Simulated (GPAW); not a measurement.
Crystal: SiSe.

```xyz
2
Lattice="3.5952 0.0000 0.0000 -1.7976 3.1135 0.0000 0.0000 0.0000 3.5987" Properties=species:S:1:pos:R:3 pbc="T T T"
Si    1.7976    1.0378    1.7994
Se    0.0000    0.0000    0.0000
```

The cell was built by a generator and needn't be a form met in nature.

Base run:

- Program: GPAW 26.7.0
- Functional: BLYP
- Potentials or basis: PAW data sets generated in the run's folder for this functional
- Cutoff: 600 eV
- Basis: pw
- k mesh: 9 × 9 × 7
- Occupations: fermi-dirac, width 0.05 eV
- Spin: no spin polarisation

Its results: pressure 7.1 GPa.

The run is repeated on the same cell with these changes: functional from BLYP to PW91. What comes out?

Pressure 0.9 GPa.

PW91 binds more tightly than BLYP, so the same cell stands under less pressure.
